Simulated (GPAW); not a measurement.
The system is EuMo.

```
CELL_PARAMETERS angstrom
3.53145 0.00000 0.00000
0.00000 3.53145 0.00000
0.00000 0.00000 3.53145
ATOMIC_POSITIONS crystal
Eu 0.50000 0.50000 0.50000
Mo 0.00000 0.00000 0.00000
```

The cell was built by a generator and needn't be a form met in nature.

Alike in all runs: program GPAW 26.7.0; functional r2SCAN; potentials or basis GPAW PAW data sets (gpaw-data 1.2.1); cutoff 800 eV; basis pw; k mesh 6 × 6 × 6; occupations fermi-dirac, width 0.05 eV.

Starts and where they ended:

| start | free energy over the lowest (meV/atom) | net moment (μB) | site or absolute moments (μB) | gap |
| --- | --- | --- | --- | --- |
| collinear spin, ferromagnetic start of up to 8.5 μB | 0.0 | 9.06 | Eu +6.54; Mo +1.67 | none (metal or under the smearing width) |
| collinear spin, ferromagnetic start of up to 7 μB | 0.0 | 9.06 | Eu +6.54; Mo +1.67 | none (metal or under the smearing width) |
| no spin polarisation | 4256.3 | - | - | none (metal or under the smearing width) |

Allowing spin polarisation gains 4256 meV/atom. A still lower state may exist.

Caveats: one-centre terms of the f shell are cut off; without U or exact exchange the open f shell lies at the Fermi level, which spoils levels, moments and volumes; spin-orbit coupling is left out, which moves the levels of the heavy elements (some runs).
